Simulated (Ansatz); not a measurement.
LiCd3 and its free atoms, a cohesive energy from free atoms

With Ansatz's Python interface.

Notebook, run cell by cell (the value of a cell's last expression is shown):

**Cell 1**
```python
from collections import Counter
import warnings

import ansatz
```

**Cell 2**
```python
PHASES = {
    "LiCd3": (
        [[0.0, 3.396711, 3.396711], [3.396711, 0.0, 3.396711], [3.396711, 3.396711, 0.0]],
        [
            ("Li", [0.0, 0.0, 0.0]),
            ("Cd", [0.25, 0.25, 0.25]),
            ("Cd", [0.75, 0.75, 0.75]),
            ("Cd", [0.5, 0.5, 0.5]),
        ],
    ),
}
```

**Cell 3**
```python
def build(vectors, sites):
    crystal = ansatz.Crystal(lattice=ansatz.Lattice.of(vectors))
    for symbol, position in sites:
        crystal = crystal.atom(symbol, position)
    return crystal
```

**Cell 4**
```python
def counts(outcome):
    return Counter(site.symbol for site in outcome.lattice.sites)

UNPAIRED = {"Li": 1, "Cd": 0}  # unpaired electrons of the free atoms


def solve(name, crystal):
    calc = (
        crystal.calculation()
        .functional("pbesol")
        .basis(31 * ansatz.Ry)
        .kpoints(spacing=0.16)
        .occupations("fermi_dirac", width=0.02)
    )
    if name.endswith(" atom"):
        calc = calc.kpoints(1, 1, 1).occupations("fermi_dirac", width=0.01)
        if UNPAIRED[name.split()[0]]:
            calc = calc.spin("collinear")
        return calc.run()
    calc = calc.relax(force_tolerance=0.03, max_steps=60, cell=True)
    return calc.run()
```

**Cell 5**
```python
warnings.simplefilter("ignore", ansatz.DeckWarning)
```

**Cell 6**
```python
phases = {name: build(*cell) for name, cell in PHASES.items()}
# a box with unlike edges lets an open shell break the spherical symmetry
for element, moment in UNPAIRED.items():
    phases[f"{element} atom"] = ansatz.Lattice.orthorhombic(9.0, 9.5, 10.0).atom(element, (0.5, 0.5, 0.5), moment=moment or None)
```

**Cell 7**
```python
done = {}
for name, crystal in phases.items():
    done[name] = solve(name, crystal)
    print(f"{name}: {done[name].report['energy_sigma0_ev']:.4f} eV, {len(done[name].lattice.sites)} atoms")
```
Output:
```text
LiCd3: -24755.9188 eV, 4 atoms
Li atom: -201.3539 eV, 1 atoms
Cd atom: -8182.8714 eV, 1 atoms
```

**Cell 8**
```python
for element in UNPAIRED:
    atom = done[f"{element} atom"].report
    print(f"{element} atom: {atom['energy_sigma0_ev']:.4f} eV, moment {atom['magnetization_mub']:.2f} muB")
solid = done["LiCd3"]
n = counts(solid)
binding = (sum(k * done[f"{e} atom"].report["energy_sigma0_ev"] for e, k in n.items()) - solid.report["energy_sigma0_ev"]) / sum(n.values())
print(f"cohesive energy {binding:.3f} eV/atom = {96.4853 * binding:.0f} kJ/mol of atoms (no zero-point energy)")
```
Output:
```text
Li atom: -201.3539 eV, moment 1.00 muB
Cd atom: -8182.8714 eV, moment 0.00 muB
cohesive energy 1.488 eV/atom = 144 kJ/mol of atoms (no zero-point energy)
```

Notes:
- Absolute energies stand on the zero of these potentials, so only differences at equal settings mean something.
- The magnetic order follows from the starting moments and needn't be the lowest.
- For the metals among these phases the mesh is modest: differences between phases can be off by up to 40 meV an atom.
- The cells come from databases of deposited and of computed structures, and not all need be stable phases.
- Free atoms in a box carry small image and symmetry errors, and spin-orbit coupling is left out.
- Wall time of the script: 50 s on 1 thread of Arm Neoverse V1, on a shared host, peak memory 0.72 GiB.
